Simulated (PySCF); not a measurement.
**BGeH4 (SMILES [BH2][GeH2]) at MC-PDFT(11,10)/6-31G(d) (spherical functions, 3 states averaged)**

What is the energy difference between two shapes of BGeH4 at MC-PDFT(11,10)/6-31G* (spherical functions, 3 states averaged)? 

The results are computed with PySCF 2.14.0.

5 further runs of the same task are left out: 4 that didn't finish, 1 set aside as unsound or not needed.

## (1) The structure to begin with

BGeH4: 6 atoms, total charge 0, spin state doublet. As SMILES, `[BH2][GeH2]`. The shape comes from GFN2-xTB, which is rough for such elements, and wasn't checked as a minimum.

Bond lengths: B1–Ge2 1.922 Å, B1–H3 1.170 Å, B1–H4 1.169 Å, Ge2–H5 1.528 Å, Ge2–H6 1.528 Å. Angles: B1–Ge2–H5 129.8°, B1–Ge2–H6 129.7°, Ge2–B1–H3 119.3°, Ge2–B1–H4 119.1°, H5–Ge2–H6 100.4°, H3–B1–H4 121.6°.

## (2) The vertical excitations at MC-PDFT(11,10)/6-31G(d) (spherical functions, 3 states averaged)

run.py reads:

```python
# [BH2][GeH2]
import numpy
from pyscf import gto, scf, mcscf, mcpdft

mol = gto.M(
    atom='''
B
Ge 1 1.92196
H 1 1.16956 2 119.2583
H 1 1.169428 3 121.62169 2 179.51016
H 2 1.52823 1 129.82496 4 0.59533
H 2 1.527768 5 100.43005 1 -179.06121
''',
    max_memory=1860,
    verbose=4,
    spin=1,
    basis='6-31g*',
)

mf = mol.ROHF()
mf.max_cycle = 100
mf.kernel()

uhf = scf.addons.convert_to_uhf(mf)
uhf.kernel(uhf.make_rdm1(uhf.stability()[0], uhf.mo_occ))
noons, natorbs = mcscf.addons.make_natural_orbitals(uhf)
print('natural occupations', numpy.round(noons[:40], 4))
cas = mcpdft.CASSCF(mf, 'tPBE0', 10, 11)
cas.fix_spin_(ss=0.75)
cas = cas.state_average_([1 / 3] * 3)
cas.kernel(natorbs)
states = list(cas.e_states)
e_tot = states[0]
print('E = %.10f Eh' % e_tot)

roots = (numpy.array(states[1:]) - states[0]) * 27.211386
print('state  energy (Eh)  excitation (eV)')
for i, e in enumerate(states):
    print('%3d %16.8f %9.4f' % (i, e, (e - states[0]) * 27.211386))
```

Launch:

```console
OMP_NUM_THREADS=1 python run.py
```

Log:

```text
PySCF version 2.14.0

[... 60 lines left out ...]
converged SCF energy = -2102.0170050387
[... 93 lines left out ...]
sorting_mo_energy = False
[... 30 lines left out ...]
1-step CASSCF converged in   7 macro (127 JK  24 micro) steps
[... 5 lines left out ...]
CASCI state-averaged energy = -2101.97083862784
[... 2 lines left out ...]
  State 1 weight 0.333333  E = -2101.94331428789 S^2 = 0.7500000
[... 2 lines left out ...]
MC-PDFT state 0 E = -2103.1435317413775, Eot(t0.25*HF + 0.75*PBE, 0.25*HF + 0.75*PBE) = -63.22511549940763
[... 3 lines left out ...]
MC-PDFT state 2 E = -2102.9921609240055, Eot(t0.25*HF + 0.75*PBE, 0.25*HF + 0.75*PBE) = -63.160847072250455
[... 4 lines left out ...]
  2   -2102.99216092    4.1190
```

Wall time 35 s (1 thread of Arm Neoverse V2, shared host); peak memory 0.43 GiB.

The roots found:

```
excited state  energy (eV)
            1        3.344
            2        4.119
```

## (3) The distorted shape

input.py reads:

```python
import numpy
from pyscf import gto, scf, mcscf, mcpdft

system = gto.Mole()
system.atom = '''
B
Ge 1 1.907356
H 1 1.196065 2 120.27899
H 1 1.212359 3 119.35042 2 179.31824
H 2 1.538225 1 129.30298 3 -177.73187
H 2 1.535621 5 100.65472 1 -174.7349
'''
system.basis = '6-31g*'
system.charge = 0
system.verbose = 4
system.max_memory = 1860
system.spin = 1
system.build()

calc0 = scf.ROHF(system)
calc0.max_cycle = 100
calc0.kernel()

uhf = scf.addons.convert_to_uhf(calc0)
uhf.kernel(uhf.make_rdm1(uhf.stability()[0], uhf.mo_occ))
noons, natorbs = mcscf.addons.make_natural_orbitals(uhf)
print('natural occupations', numpy.round(noons[:40], 4))
cas = mcpdft.CASSCF(calc0, 'tPBE0', 10, 11)
cas.fix_spin_(ss=0.75)
cas = cas.state_average_([1 / 3] * 3)
cas.kernel(natorbs)
states = list(cas.e_states)
etot = states[0]
print('E(%s) = %.9f' % ('MC-PDFT', etot))

roots = (numpy.array(states[1:]) - states[0]) * 27.211386
print('state  energy (Eh)  excitation (eV)')
for i, e in enumerate(states):
    print('%3d %16.8f %9.4f' % (i, e, (e - states[0]) * 27.211386))
```

Launch:

```console
OMP_NUM_THREADS=1 python input.py
```

Log:

```text
PySCF version 2.14.0

[... 62 lines left out ...]
converged SCF energy = -2102.01622625884
[... 93 lines left out ...]
sorting_mo_energy = False
[... 30 lines left out ...]
1-step CASSCF converged in   7 macro (117 JK  22 micro) steps
[... 5 lines left out ...]
CASCI state-averaged energy = -2101.97225428555
[... 2 lines left out ...]
  State 1 weight 0.333333  E = -2101.94246019221 S^2 = 0.7500000
[... 2 lines left out ...]
MC-PDFT state 0 E = -2103.1438940497806, Eot(t0.25*HF + 0.75*PBE, 0.25*HF + 0.75*PBE) = -63.21025017338322
[... 3 lines left out ...]
MC-PDFT state 2 E = -2102.998097463106, Eot(t0.25*HF + 0.75*PBE, 0.25*HF + 0.75*PBE) = -63.146130031234506
[... 4 lines left out ...]
  2   -2102.99809746    3.9673
```

Run time: 32 s. Hardware: 1 thread of Arm Neoverse V2, shared host; peak memory 0.42 GiB.

The roots found:

```
excited state  energy (eV)
            1        3.362
            2        3.967
```

## (4) Summary of results

At MC-PDFT(11,10)/6-31G* (spherical functions, 3 states averaged):

| quantity | value |
| --- | --- |
| first shape: energy of the lowest of 3 roots | -2103.14353 Eh |
| first shape: dipole moment (Hartree–Fock density) | 0.32 D |
| first shape: lowest excitation energy within this active space | 3.34 eV |
| distorted shape: energy of the lowest of 3 roots | -2103.14389 Eh |
| distorted shape: dipole moment (Hartree–Fock density) | 0.44 D |
| distorted shape: lowest excitation energy within this active space | 3.36 eV |
| energy change with the atoms displaced | -0.010 eV |

With the atoms displaced the energy falls by 0.01 eV (1.0 kJ/mol). The first shape isn't relaxed at this level, so the change isn't measured from a minimum.
